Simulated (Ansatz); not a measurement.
**CH7AlSSi: one species, many methods**

The task here is to estimate one member of a computed series from the others.

Method: functionals in def2-TZVPP, the program's frozen cores in correlated methods; program: Ansatz 0.2.0, Gaussian basis.

Plan: PBE-D4, r2SCAN-D4, PBE0-D4, B3LYP-D4, ωB97X-V, ωB97M-V, B2PLYP; CCSD(T)/def2-TZVPP; MP2/def2-QZVPP; extrapolation to the limit.

### Structure used throughout

All runs share one geometry, relaxed beforehand with PBE0-D4 in a triple-zeta def2 set.

11 atoms, charge 0, spin multiplicity 1.

Atoms are counted from 1 here; the program's logs count them from 0.

Bond lengths: C1–S2 1.815 Å, C1–H5 1.090 Å, C1–H6 1.089 Å, C1–H7 1.089 Å, S2–Si3 2.271 Å, S2–Al4 2.444 Å, Si3–Al4 2.406 Å, Si3–H8 1.489 Å, Si3–H9 1.491 Å, Al4–H10 1.583 Å, Al4–H11 1.586 Å. Angles: S2–C1–H5 111.0°, S2–C1–H6 107.6°, S2–C1–H7 108.8°, H5–C1–H6 109.2°, H5–C1–H7 110.1°, H6–C1–H7 110.1°, C1–S2–Si3 99.6°, C1–S2–Al4 100.0°, Si3–S2–Al4 61.2°, S2–Si3–Al4 62.9°, S2–Si3–H8 103.7°, S2–Si3–H9 102.6°, Al4–Si3–H8 124.8°, Al4–Si3–H9 127.5°, H8–Si3–H9 107.5°, S2–Al4–Si3 55.8°, S2–Al4–H10 110.0°, S2–Al4–H11 106.3° and more.

Set-up of the first run:

in.yaml

```yaml
crystal:
  periodic: [false, false, false]
  atoms:
    - {symbol: C, position_ang: [-1.086405, 1.271049, 0.021042]}
    - {symbol: S, position_ang: [0.641150, 0.921974, 0.456247]}
    - {symbol: Si, position_ang: [0.450520, -1.267320, 1.029754]}
    - {symbol: Al, position_ang: [1.162424, -0.782264, -1.216673]}
    - {symbol: H, position_ang: [-1.524847, 0.440993, -0.532539]}
    - {symbol: H, position_ang: [-1.095011, 2.162903, -0.604131]}
    - {symbol: H, position_ang: [-1.650121, 1.449227, 0.935565]}
    - {symbol: H, position_ang: [1.362350, -1.406365, 2.199176]}
    - {symbol: H, position_ang: [-0.947702, -1.348857, 1.540318]}
    - {symbol: H, position_ang: [2.722447, -0.817303, -1.484628]}
    - {symbol: H, position_ang: [0.030594, -0.680940, -2.323531]}
basis:
  gaussian: {orbitals: def2-TZVPP}
hamiltonian: {xc: pbe, dispersion: d4}
output: {forces: true, orbitals: {seedname: orbitals}}
```

On the command line:

```
ansatz run in.yaml --threads 4 --pin off --events-out ev --progress --plain --max-ram 10444MiB
```

Among the steps run: PBE-D4 (GGA); r2SCAN-D4 (meta-GGA); PBE0-D4 (hybrid); B3LYP-D4 (hybrid); ωB97X-V (range-separated); ωB97M-V (range-separated); B2PLYP (double hybrid); CCSD(T) in def2-TZVPP; MP2 in def2-QZVPP.

One of the session's tables, all rows but one given; the rest of the session is left out.

| method | atomisation energy (kcal/mol) |
| --- | --- |
| PBE-D4 | 807.7 |
| r2SCAN-D4 | 809.3 |
| PBE0-D4 | 802.4 |
| B3LYP-D4 | 802.7 |
| ωB97X-V | 811.2 |
| ωB97M-V | ? |
| B2PLYP | 790.8 |
| HF/def2-TZVPP | 598.4 |
| MP2/def2-TZVPP | 784.3 |
| CCSD/def2-TZVPP | 774.5 |
| CCSD(T)/def2-TZVPP | 784.9 |
| MP2/CBS | 805.7 |
| CCSD(T)/CBS | 806.4 |

Estimate the missing values for ωB97M-V.

As computed: atomisation energy (kcal/mol): 808.1. In the column «atomisation energy (kcal/mol)» it lies between PBE-D4 (807.7) and r2SCAN-D4 (809.3).
